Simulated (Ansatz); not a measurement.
## Nudged elastic band run: V

Input file:

```yaml
crystal:
  lattice:
    - [6.04, 0.0, 0.0]
    - [0.0, 6.04, 0.0]
    - [0.0, 0.0, 6.04]
  atoms:
    - { symbol: V, position: [0.00578198, 0.00065718, 0.01286457] }
    - { symbol: V, position: [0.507492, 0.00299377, 0.00742144] }
    - { symbol: V, position: [0.03040566, 0.52225228, -0.01482684] }
    - { symbol: V, position: [0.01708341, 0.00101056, 0.50639197] }
    - { symbol: V, position: [0.2585785, 0.24926813, 0.25771275] }
    - { symbol: V, position: [0.50099398, 0.50524755, 0.00303702] }
    - { symbol: V, position: [0.42636611, -0.0731346, 0.57359176] }
    - { symbol: V, position: [0.81849258, 0.32605836, 0.1775306] }
    - { symbol: V, position: [0.00347404, 0.49368015, 0.50599909] }
    - { symbol: V, position: [0.25549983, 0.7477929, 0.25273572] }
    - { symbol: V, position: [0.26021627, 0.25188624, 0.75730496] }
    - { symbol: V, position: [0.50726655, 0.5037973, 0.50402086] }
    - { symbol: V, position: [0.75433608, 0.74545187, 0.25769801] }
    - { symbol: V, position: [0.75601235, 0.25031847, 0.76580811] }
    - { symbol: V, position: [0.23257709, 0.72779952, 0.78116496] }
    - { symbol: V, position: [0.75695573, 0.75687521, 0.7523412] }
    - { symbol: V, position: [0.64950094, 0.1216587, 0.39749331] }
basis:
  ecutwfc: 420.0
kpoints:
  mp_grid: { grid: [3, 3, 3] }
hamiltonian:
  xc: pbe
scf:
  occupations: { method: gaussian, width: 0.15 }
  lower_state_search: "off"
neb:
  images: 3
  f_tol: 0.05
  initial_path: linear
  max_iterations: 61
  optimiser: lbfgs
  final_atoms:
    - { symbol: V, position: [0.00089491, -0.00692174, -0.00678827] }
    - { symbol: V, position: [0.50690614, -0.00467808, 0.00636914] }
    - { symbol: V, position: [0.03125771, 0.51806772, 0.02424374] }
    - { symbol: V, position: [0.01511, -0.00529381, 0.49999112] }
    - { symbol: V, position: [0.25183586, 0.24855613, 0.24438748] }
    - { symbol: V, position: [0.50283662, 0.49282497, 0.00195245] }
    - { symbol: V, position: [0.4287649, -0.06635487, 0.42375518] }
    - { symbol: V, position: [0.75376413, 0.24239265, 0.24774535] }
    - { symbol: V, position: [0.00788105, 0.49068103, 0.49695003] }
    - { symbol: V, position: [0.23591863, 0.72050199, 0.22889523] }
    - { symbol: V, position: [0.25637908, 0.24241785, 0.74726134] }
    - { symbol: V, position: [0.50755841, 0.49074139, 0.50072761] }
    - { symbol: V, position: [0.75568192, 0.74590489, 0.25680362] }
    - { symbol: V, position: [0.82586433, 0.32545652, 0.8215009] }
    - { symbol: V, position: [0.26320701, 0.74451312, 0.74920724] }
    - { symbol: V, position: [0.75654557, 0.73197906, 0.74948873] }
    - { symbol: V, position: [0.64623578, 0.09897221, 0.63409425] }
  order_check: true
```

Command:

```bash
$ ansatz run input.yaml --threads 4 --pin off --max-ram 10240MiB --backend cpu --events-out ev --progress --plain --runs-dir out
```

Output, in part (warnings, iteration lines):

```
NEB end point (image 0): max|allowed force component| = 2.850e-2 eV/Å (the criterion of neb.relax_end_points is 1.000e-2)
NEB end point (image 4): max|allowed force component| = 9.641e-3 eV/Å (the criterion of neb.relax_end_points is 1.000e-2)
NEB iter   1: max|band force component| = 3.939e0 eV/Å  barrier→ = 1.2784 eV  barrier← = 1.2787 eV  Δτ_max = 0.0702 Å  (37 SCF iters)
NEB iter   2: max|band force component| = 1.524e0 eV/Å  barrier→ = 0.8420 eV  barrier← = 0.8422 eV  Δτ_max = 0.0633 Å  (25 SCF iters)
NEB iter   3: max|band force component| = 5.948e-1 eV/Å  barrier→ = 0.6397 eV  barrier← = 0.6400 eV  Δτ_max = 0.0481 Å  (24 SCF iters)
NEB iter   4: max|band force component| = 3.308e-1 eV/Å  barrier→ = 0.5386 eV  barrier← = 0.5389 eV  CI = image 2  Δτ_max = 0.0048 Å  (23 SCF iters)
NEB iter   5: max|band force component| = 3.200e-1 eV/Å  barrier→ = 0.5345 eV  barrier← = 0.5348 eV  CI = image 2  Δτ_max = 0.0734 Å  (18 SCF iters)
NEB iter   6: max|band force component| = 2.243e-1 eV/Å  barrier→ = 0.5293 eV  barrier← = 0.5295 eV  CI = image 2  Δτ_max = 0.0329 Å  (22 SCF iters)
NEB iter   7: max|band force component| = 2.049e-1 eV/Å  barrier→ = 0.5264 eV  barrier← = 0.5267 eV  CI = image 2  Δτ_max = 0.0154 Å  (21 SCF iters)
NEB iter   8: max|band force component| = 1.166e-1 eV/Å  barrier→ = 0.5209 eV  barrier← = 0.5212 eV  CI = image 2  Δτ_max = 0.0112 Å  (21 SCF iters)
NEB iter   9: max|band force component| = 9.688e-2 eV/Å  barrier→ = 0.5194 eV  barrier← = 0.5197 eV  CI = image 2  Δτ_max = 0.0108 Å  (19 SCF iters)
NEB iter  10: max|band force component| = 9.790e-2 eV/Å  barrier→ = 0.5172 eV  barrier← = 0.5175 eV  CI = image 2  Δτ_max = 0.0015 Å  (18 SCF iters)
NEB iter  11: max|band force component| = 1.000e-1 eV/Å  barrier→ = 0.5168 eV  barrier← = 0.5171 eV  CI = image 2  Δτ_max = 0.0016 Å  (18 SCF iters)
NEB iter  12: max|band force component| = 1.014e-1 eV/Å  barrier→ = 0.5165 eV  barrier← = 0.5167 eV  CI = image 2  Δτ_max = 0.0016 Å  (18 SCF iters)
NEB iter  13: max|band force component| = 1.022e-1 eV/Å  barrier→ = 0.5162 eV  barrier← = 0.5164 eV  CI = image 2  Δτ_max = 0.0016 Å  (18 SCF iters)
NEB iter  14: max|band force component| = 1.026e-1 eV/Å  barrier→ = 0.5158 eV  barrier← = 0.5161 eV  CI = image 2  Δτ_max = 0.0015 Å  (18 SCF iters)
NEB iter  15: max|band force component| = 1.027e-1 eV/Å  barrier→ = 0.5155 eV  barrier← = 0.5158 eV  CI = image 2  Δτ_max = 0.0015 Å  (18 SCF iters)
NEB iter  16: max|band force component| = 1.026e-1 eV/Å  barrier→ = 0.5152 eV  barrier← = 0.5155 eV  CI = image 2  Δτ_max = 0.2000 Å  (18 SCF iters)
NEB iter  17: max|band force component| = 5.481e-1 eV/Å  barrier→ = 0.5515 eV  barrier← = 0.5517 eV  CI = image 2  Δτ_max = 0.0080 Å  (22 SCF iters)
NEB iter  18: max|band force component| = 4.500e-1 eV/Å  barrier→ = 0.5419 eV  barrier← = 0.5421 eV  CI = image 2  Δτ_max = 0.0545 Å  (18 SCF iters)
NEB iter  19: max|band force component| = 9.425e-2 eV/Å  barrier→ = 0.5120 eV  barrier← = 0.5122 eV  CI = image 2  Δτ_max = 0.0199 Å  (20 SCF iters)
NEB iter  20: max|band force component| = 1.106e-1 eV/Å  barrier→ = 0.5060 eV  barrier← = 0.5063 eV  CI = image 2  Δτ_max = 0.0022 Å  (20 SCF iters)
NEB iter  21: max|band force component| = 8.091e-2 eV/Å  barrier→ = 0.5058 eV  barrier← = 0.5061 eV  CI = image 2  Δτ_max = 0.0065 Å  (18 SCF iters)
NEB iter  22: max|band force component| = 6.347e-2 eV/Å  barrier→ = 0.5050 eV  barrier← = 0.5052 eV  CI = image 2  Δτ_max = 0.0050 Å  (18 SCF iters)
NEB iter  23: max|band force component| = 7.085e-2 eV/Å  barrier→ = 0.5045 eV  barrier← = 0.5048 eV  CI = image 2  Δτ_max = 0.0012 Å  (18 SCF iters)
NEB iter  24: max|band force component| = 4.648e-2 eV/Å  barrier→ = 0.5044 eV  barrier← = 0.5047 eV  CI = image 2  Δτ_max = 0.0000 Å  (241 SCF iters)
```

The forces met the threshold. By the program's own check the climbing image is a first-order saddle point (lowest curvatures found: -2.05 and 0.89 eV/Å²). Limits of this set-up: coarse k mesh, magnetic elements without spin, a small cell, in which the defect meets its images, a typed lattice constant that wasn't relaxed here.

Final band (atoms are numbered from 1 in the order of the input):

```
image  path coordinate (Å)  energy (eV)  V7–V14 (Å)  V10–V17 (Å)  V7–V8 (Å)
    0                 0.00         0.00        3.02         3.40       4.14
    1                 0.52         0.18        3.38         3.67       3.96
    2                 1.04         0.50        3.69         3.84       3.70
    3                 1.68         0.11        4.01         4.09       3.30
    4                 2.32         0.00        4.14         4.17       2.91
```

Time of the run: 17 min on 4 threads of Intel(R) Xeon(R) Platinum 8488C (Sapphire Rapids), with other jobs on the host, peak memory 2.1 GiB.
